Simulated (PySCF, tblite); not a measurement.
# C6H14N2: geometry, infrared bands and NMR shifts

Wanted: the infrared bands and NMR shifts of C6H14N2 (`C[C@H]1CCCNN1C`), by calculation.

The runs use tblite 0.8.0 and PySCF 2.14.0, with density-fitted response routines of our own; the level of theory stands in each step. All values are computed, except where a source is named. Atoms are numbered from 0 throughout.

## (1) The molecule as given

22 atoms, charge 0, multiplicity 1; geometry from: force field or distance geometry start.

Bonds of the start (Å): C0–C1 1.52, C1–C2 1.55, C2–C3 1.51, C3–C4 1.52, C4–N5 1.46, N5–N6 1.46, N6–C7 1.47, N6–C1 1.49, C0–H8 1.10, C0–H9 1.11, C0–H10 1.09, C1–H11 1.11, C2–H12 1.09, C2–H13 1.10, C3–H14 1.09, C3–H15 1.12, C4–H16 1.10, C4–H17 1.09, N5–H18 1.03, C7–H19 1.10, C7–H20 1.09, C7–H21 1.10.

## (2) Relaxing the molecule with GFN2-xTB

Job settings and geometry (Å):

```
{"job": {"kind": "relax", "xc": "GFN2-xTB", "basis": "xTB"}, "charge": 0, "multiplicity": 1}
C     -2.043700     0.198300    -0.847400
C     -0.802600    -0.131600    -0.041300
C     -0.099800    -1.362300    -0.671400
C      1.200000    -1.692100     0.025000
C      2.067200    -0.454500     0.183000
N      1.314500     0.609800     0.848900
N      0.173800     0.987900     0.018500
C     -0.388500     2.219700     0.586700
H     -2.679700    -0.688800    -0.965000
H     -2.666200     0.962100    -0.346600
H     -1.796600     0.563000    -1.848900
H     -1.119400    -0.409100     0.987300
H      0.095200    -1.154400    -1.723600
H     -0.771000    -2.229800    -0.645900
H      1.736200    -2.462700    -0.525300
H      0.979400    -2.114200     1.037500
H      2.420700    -0.105600    -0.801900
H      2.958600    -0.696900     0.765600
H      1.028900     0.293900     1.784700
H     -0.832500     2.055200     1.578300
H      0.374300     2.994700     0.680100
H     -1.159200     2.636700    -0.079300
```

Launch:

```bash
OMP_NUM_THREADS=1 python probes_run.py task.json out
```

One launch serves the whole session: the jobs run in the order shown.

**Question.** This job is followed by: GFN2-xTB harmonic vibrations, gas phase; GIAO PBE0/pcSseg-1 NMR shielding, non-relativistic, gas phase. Predict these results of the whole session: strongest single infrared mode (GFN2-xTB); zero-point energy (GFN2-xTB); 13C shifts against TMS (PBE0/pcSseg-1); 1H shifts against TMS (PBE0/pcSseg-1, means over atoms taken as alike); 15N shifts against NH3 (PBE0/pcSseg-1).

As calculated:

```
                                                              quantity                                                           value
                             strongest single infrared mode (GFN2-xTB)                                           2724 cm⁻¹, 113 km/mol
                                          zero-point energy (GFN2-xTB)                                                  124.6 kcal/mol
                                13C shifts against TMS (PBE0/pcSseg-1)                          65.7, 52.0, 46.2, 38.2, 33.2, 23.2 ppm
1H shifts against TMS (PBE0/pcSseg-1, means over atoms taken as alike)  3.05, 3.02, 2.51, 1.57, 1.51, 1.50, 1.41, 1.19, 1.06, 1.06 ppm
                                15N shifts against NH3 (PBE0/pcSseg-1)                                                130.9, 115.0 ppm
```

What this shows: Relaxing lowered the energy by 0.149 eV in 50 steps; the close pair that moved most is N5–N6, from 1.461 to 1.419 Å. All 60 modes are real, so the xTB geometry is a minimum. The strongest single mode, at 2724 cm⁻¹, moves mainly H11. GFN2-xTB is a fitted tight-binding method: band positions and strengths are rough. Its intensities can rank the bands wrongly. C1 (sp3 CH bonded to N) lies farthest downfield among carbon, at 65.7 ppm; pulled downfield by the heteroatom.
